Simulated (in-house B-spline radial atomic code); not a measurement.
# Bi²²⁺: ionisation energy by several methods

How far do functionals differ on the ionisation energy of Bi²²⁺? Each run solves Bi²²⁺ and then the next ion ([Kr] 4d10 4f13 5s1).

Method: non-relativistic, several functionals, spin-polarised, exact exchange averaged over the configuration; spherical all-electron atom at the radial basis limit. Code: in-house B-spline radial atomic code version 1.

## Step 1: The system

* element: bismuth (Z = 83)
* charge: +22
* electrons: 61
* configuration: [Kr] 4d10 4f13 5s2
* nucleus: point

The outer shells:

[Kr] 4d10 4f13 5s2
```
[Kr] core
4d [↑↓][↑↓][↑↓][↑↓][↑↓]
4f [↑↓][↑↓][↑↓][↑↓][↑↓][↑↓][↑ ]
5s [↑↓]
```

Where spins are not typed, each open shell is filled with up spins first.

## Step 2: CAM-B3LYP, a range-separated hybrid

Settings of the run:

```ini
Z = 83
electrons = 61.0
configuration = [Kr] 4d10 4f13 5s2
hamiltonian = nr
method = camb3lyp
spin_polarised = True
exact_exchange = averaged over the configuration
```

Started as:

```console
$ python run_scf.py task.json out
```

One command runs all members of the session, one after another, from task.json.

## Step 3: LC-ωPBE, a range-separated hybrid

Settings: those of step 2 with these lines changed.

```diff
@@ -4,3 +4,3 @@
 hamiltonian = nr
-method = camb3lyp
+method = lc_wpbe
 spin_polarised = True
```

## Step 4: M06-2X, a global hybrid

Settings: those of step 3 with these lines changed.

```diff
@@ -4,3 +4,3 @@
 hamiltonian = nr
-method = lc_wpbe
+method = m062x
 spin_polarised = True
```

Q: The tabulated ionisation energy is 660 ± 30 eV (tabulated theoretical; NIST Atomic Spectra Database). What does each method give, and which comes nearest?

As calculated:

| method | rung | total energy (hartree) | ΔSCF (eV) | −ε highest (eV) | ΔSCF less tabulated (eV) |
| --- | --- | --- | --- | --- | --- |
| M06-2X | global hybrid | -19910.7540 | 595.69 | 588.52 (5s down) | -64.31 |
| CAM-B3LYP | range-separated hybrid | -19909.5831 | 597.53 | 589.08 (5s down) | -62.47 |
| LC-ωPBE | range-separated hybrid | -19907.8492 | 598.10 | 590.56 (5s down) | -61.90 |

**Reading.** Tables give 660 ± 30 eV (tabulated theoretical; NIST Atomic Spectra Database) for the ionisation energy. LC-ωPBE misses by -61.90 eV, the least, and M06-2X by -64.31 eV (9.7 %), the most. All methods miss on the same side by much the same amount, which points to something that they share. These runs lack relativity altogether, which can outweigh the gaps between the methods, so the nearest may be so by luck. These runs leave out relativity, which matters at this nuclear charge. Open shells are averaged (over orientations, and over spins where the run is restricted), while tables refer to the lowest levels.
